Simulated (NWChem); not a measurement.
# the pair GaHCl2···SiO, step by step

We compute the energy (singlet GaSiHCl2O, SVWN5/cc-pVDZ), then the energy (singlet GaHCl2, SVWN5/cc-pVDZ), then the energy (singlet SiO, SVWN5/cc-pVDZ), then the energy (singlet GaHCl2, SVWN5/cc-pVDZ), then a single-point energy (singlet SiO, SVWN5/cc-pVDZ) of Cl2GaHOSi and its partners. 

The results are computed with NWChem 7.3.0.

## Step 1: The structure to begin with

GaSiHCl2O has 6 atoms, charge 0, and is taken as a singlet. The two molecules were placed rigidly side by side, at 0.8 times their contact distance; the pair isn't optimised.

Bond lengths: Cl1–Ga2 2.128 Å, Ga2–Cl3 2.128 Å, O5–Si6 1.509 Å, Ga2–H4 1.545 Å. Angles: Cl1–Ga2–Cl3 115.1°, Cl1–Ga2–H4 122.4°, Cl3–Ga2–H4 122.4°.

## Step 2: The energy at SVWN5/cc-pVDZ (run 1)

File mymol.nw:

```
start mymol
memory 2200 mb

geometry units angstroms noautosym nocenter noautoz
  Cl      -1.954980      -0.084120      -0.558320
  Ga       0.090430       0.158980      -0.024320
  Cl       1.017120      -1.564820       0.810880
  H        0.847420       1.489980      -0.228220
  O        0.198560      -1.485670      -2.185200
  Si       0.476440      -2.260070      -3.449850
end

basis "ao basis" spherical bse
  Cl library cc-pVDZ
  Ga library cc-pVDZ
  H library cc-pVDZ
  O library cc-pVDZ
  Si library cc-pVDZ
end

dft
  xc slater vwn_5
  grid fine
  convergence energy 1e-08
  iterations 100
  mulliken
  print low
end

task dft
```

Command:

```
$ nwchem mymol.nw > mymol.out
```

Output:

```text
[...]
 d= 0,ls=0.0,diis     1  -3202.7651140458 -3.77D+03  2.96D-02  1.88D+00    12.3
[...]
 d= 0,ls=0.0,diis    12  -3202.9861704230 -2.70D-09  1.30D-07  2.51D-10    96.0
         Total DFT energy =    -3202.986170422951
      One electron energy =    -5598.017056317335
           Coulomb energy =     1978.351449745557
    Exchange-Corr. energy =     -153.638840049507
 Nuclear repulsion energy =      570.318276198335
[...]
      Total Density - Mulliken Population Analysis
     ---------------------------------------------
    Atom       Charge   Shell Charges
 -----------   ------   -------------------------------------------------------
    1 Cl  17    17.19   2.00  2.04  0.96  0.91  6.01  3.06  2.19  0.01
    2 Ga  31    30.72   2.00  2.00  2.01  0.94  0.19  6.00  6.01  1.02  0.32  9.87  0.36
    3 Cl  17    17.19   2.00  2.04  0.96  0.91  6.01  3.06  2.20  0.01
    4 H    1     1.01   0.65  0.36  0.01
    5 O    8     8.26   2.01  0.85  0.94  2.77  1.68  0.01
    6 Si  14    13.62   2.00  2.04  1.00  0.82  6.02  1.06  0.49  0.20
[...]
```

Wall time 97 s (1 thread of AMD EPYC 9R45 (Zen 5), shared host); peak memory 0.12 GiB.

## Step 3: GaHCl2: a single-point energy at SVWN5/cc-pVDZ (run 2)

File a.nw:

```
start a
memory total 2200 mb

geometry units angstrom noautosym nocenter noautoz
  Cl      -1.954980      -0.084120      -0.558320
  Ga       0.090430       0.158980      -0.024320
  Cl       1.017120      -1.564820       0.810880
  H        0.847420       1.489980      -0.228220
end

basis spherical bse
  * library cc-pVDZ
end

dft
  xc slater vwn_5
  grid fine
  convergence energy 1e-08
  maxiter 100
  mulliken
  print low
end

task dft energy
```

Command:

```
$ nwchem a.nw > a.out
```

Output:

```text
[...]
 d= 0,ls=0.0,diis     1  -2839.8612159680 -3.16D+03  2.06D-02  7.32D-01     6.9
[...]
 d= 0,ls=0.0,diis    10  -2839.9380327933 -4.90D-09  5.72D-07  1.89D-09    41.6
         Total DFT energy =    -2839.938032793295
      One electron energy =    -4593.604221752189
           Coulomb energy =     1558.654012806583
    Exchange-Corr. energy =     -125.871313277478
 Nuclear repulsion energy =      320.883489429788
[...]
      Total Density - Mulliken Population Analysis
     ---------------------------------------------
    Atom       Charge   Shell Charges
 -----------   ------   -------------------------------------------------------
    1 Cl  17    17.15   2.00  2.04  0.97  0.91  6.01  3.06  2.16  0.01
    2 Ga  31    30.70   2.00  2.00  2.01  0.95  0.19  6.00  6.01  1.03  0.28  9.87  0.35
    3 Cl  17    17.15   2.00  2.04  0.97  0.91  6.01  3.06  2.16  0.01
    4 H    1     1.00   0.64  0.34  0.01
[...]
```

Run time: 42 s. Hardware: 1 thread of AMD EPYC 9R45 (Zen 5), shared host; peak memory 0.11 GiB.

## Step 4: SiO: the energy at SVWN5/cc-pVDZ (run 3)

File osi.nw:

```
start osi
memory total 2200 mb
geometry units bohr noautosym nocenter noautoz
   O    0.37522402  -2.80750941  -4.12942953
   Si   0.90034111  -4.27091332  -6.51927167
end
basis spherical bse
   * library cc-pVDZ
end
dft
   xc slater vwn_5
   grid fine
   convergence energy 1e-08
   maxiter 100
   mulliken
   print low
end
task dft energy
```

Command:

```
$ nwchem osi.nw > osi.out
```

Output:

```text
[...]
 d= 0,ls=0.0,diis     1   -362.8555448149 -4.02D+02  8.43D-02  1.33D+00     0.4
[...]
 d= 0,ls=0.0,diis    10   -363.0305150456 -2.63D-09  8.67D-08  3.00D-11     2.1
         Total DFT energy =     -363.030515045642
      One electron energy =     -582.892842055275
           Coulomb energy =      208.328192842140
    Exchange-Corr. energy =      -27.749255930059
 Nuclear repulsion energy =       39.283390097552
[...]
      Total Density - Mulliken Population Analysis
     ---------------------------------------------
    Atom       Charge   Shell Charges
 -----------   ------   -------------------------------------------------------
    1 O    8     8.29   2.01  0.85  0.93  2.76  1.73  0.01
    2 Si  14    13.71   2.00  2.03  0.98  0.86  6.02  1.08  0.54  0.20
[...]
```

Wall time 2.5 s (1 thread of AMD EPYC 9R45 (Zen 5), shared host); peak memory 0.11 GiB.

## Step 5: GaHCl2 among ghost functions: a single-point energy at SVWN5/cc-pVDZ (with ghost functions) (run 4)

File calc.nw:

```
start calc
memory stack 880 mb heap 220 mb global 1100 mb

geometry units bohr noautosym nocenter noautoz
Cl  -3.69437678  -0.15896376  -1.05507189
Ga   0.17088793   0.30042866  -0.04595814
Cl   1.92207824  -2.95708123   1.53234112
H    1.60139171   2.81565413  -0.43127330
bqO      0.375224    -2.807509    -4.129430
bqSi     0.900341    -4.270913    -6.519272
end

basis spherical bse
Cl library cc-pVDZ
Ga library cc-pVDZ
H library cc-pVDZ
bqO library O cc-pVDZ
bqSi library Si cc-pVDZ
end

dft
xc slater vwn_5
grid fine
convergence energy 1e-08
iterations 100
mulliken
noprint "final vectors analysis"
end

task dft energy
```

Command:

```
$ nwchem calc.nw > calc.out
```

Output:

```text
[...]
          Wavefunction type:  closed shell.
          No. of atoms     :     6
          No. of electrons :    66
[...]
          Charge           :     0
          Spin multiplicity:     1
[...]
          AO basis - number of functions:   100
[...]
              XC Information
              --------------
                        Slater Exchange Functional  1.000 local
                      VWN V Correlation Functional  1.000 local
[...]
 d= 0,ls=0.0,diis     1  -2839.8616234286 -3.16D+03  1.40D-02  7.36D-01    11.4
[...]
 d= 0,ls=0.0,diis    10  -2839.9385292858 -5.04D-09  3.99D-07  1.98D-09    76.9
         Total DFT energy =    -2839.938529285801
      One electron energy =    -4593.579727103324
           Coulomb energy =     1558.627406274856
    Exchange-Corr. energy =     -125.869674840145
 Nuclear repulsion energy =      320.883466382812
[...]
      Total Density - Mulliken Population Analysis
     ---------------------------------------------
    Atom       Charge   Shell Charges
 -----------   ------   -------------------------------------------------------
    1 Cl  17    17.16   2.00  2.04  0.97  0.91  6.01  3.06  2.16  0.01
    2 Ga  31    30.69   2.00  2.00  2.01  0.96  0.18  6.00  6.01  1.03  0.28  9.87  0.35
    3 Cl  17    17.16   2.00  2.04  0.97  0.91  6.01  3.06  2.16  0.01
    4 H    1     1.00   0.64  0.34  0.01
    5 X    0     0.00  -0.00 -0.00  0.00  0.00 -0.00  0.00
    6 X    0     0.00  -0.00 -0.00 -0.00  0.00 -0.00 -0.00  0.00 -0.00
[...]
```

Run time: 77 s. Hardware: 1 thread of AMD EPYC 9R45 (Zen 5), shared host; peak memory 0.12 GiB.

## Step 6: SiO among ghost functions: the energy at SVWN5/cc-pVDZ (with ghost functions) (run 5)

File a.nw:

```
start a
title "OSi energy"
memory total 2200 mb

geometry units angstroms noautosym nocenter noautoz
O      0.198560    -1.485670    -2.185200
Si     0.476440    -2.260070    -3.449850
bqCl    -1.954980    -0.084120    -0.558320
bqGa     0.090430     0.158980    -0.024320
bqCl     1.017120    -1.564820     0.810880
bqH      0.847420     1.489980    -0.228220
end

basis spherical bse
O library cc-pVDZ
Si library cc-pVDZ
bqCl library Cl cc-pVDZ
bqGa library Ga cc-pVDZ
bqH library H cc-pVDZ
end

dft
xc slater vwn_5
grid fine
convergence energy 1e-08
maxiter 100
mulliken
noprint "final vectors analysis"
end

task dft energy
```

Command:

```
$ nwchem a.nw > a.out
```

Output:

```text
[...]
          Wavefunction type:  closed shell.
          No. of atoms     :     6
          No. of electrons :    22
[...]
          Charge           :     0
          Spin multiplicity:     1
[...]
          AO basis - number of functions:   100
[...]
              XC Information
              --------------
                        Slater Exchange Functional  1.000 local
                      VWN V Correlation Functional  1.000 local
[...]
 d= 0,ls=0.0,diis     1   -362.8628217051 -4.02D+02  2.82D-02  1.31D+00     7.2
[...]
 d= 0,ls=0.0,diis    10   -363.0357848890 -5.94D-10  5.54D-08  2.39D-11    64.7
         Total DFT energy =     -363.035784889038
      One electron energy =     -582.765991603095
           Coulomb energy =      208.184358339300
    Exchange-Corr. energy =      -27.737544489960
 Nuclear repulsion energy =       39.283392864717
[...]
      Total Density - Mulliken Population Analysis
     ---------------------------------------------
    Atom       Charge   Shell Charges
 -----------   ------   -------------------------------------------------------
    1 O    8     8.24   2.01  0.85  0.95  2.76  1.65  0.01
    2 Si  14    13.68   2.00  2.04  0.99  0.84  6.02  1.08  0.52  0.20
    3 X    0     0.00   0.00  0.00  0.00 -0.00 -0.00 -0.00  0.00  0.00
    4 X    0     0.08  -0.00 -0.00 -0.00 -0.01  0.04  0.00  0.00  0.00  0.04 -0.00  0.00
    5 X    0     0.00   0.00  0.00  0.00 -0.00 -0.00 -0.00  0.00  0.00
    6 X    0    -0.00   0.00 -0.00 -0.00
[...]
```

Run time: 65 s. Hardware: 1 thread of AMD EPYC 9R45 (Zen 5), shared host; peak memory 0.12 GiB.

## Step 7: Results

| quantity | value |
| --- | --- |
| run 1, SVWN5/cc-pVDZ: total energy | -3202.98617 Eh |
| GaHCl2: total energy | -2839.93803 Eh |
| SiO: total energy | -363.03052 Eh |
| GaHCl2 among ghost functions: total energy | -2839.93853 Eh |
| GaHCl2 among ghost functions: dipole moment | 1.68 D |
| SiO among ghost functions: total energy | -363.03578 Eh |
| SiO among ghost functions: dipole moment | 2.78 D |
| interaction energy of the rigid parts GaHCl2 and SiO (parts in their own basis; closest atoms 2.72 Å apart) | -0.480 eV |
| interaction energy of the rigid parts GaHCl2 and SiO (parts in the whole basis, counterpoise; closest atoms 2.72 Å apart) | -0.323 eV |

In words: The interaction energy of the rigid parts GaHCl2 and SiO (parts in their own basis; closest atoms 2.72 Å apart) is −0.48 eV (−11.1 kcal/mol): the parts attract. Without counterpoise this holds the superposition error of the basis. The interaction energy of the rigid parts GaHCl2 and SiO (parts in the whole basis, counterpoise; closest atoms 2.72 Å apart) is −0.32 eV (−7.4 kcal/mol): the parts attract. The basis-set superposition error is 15.1 kJ/mol.
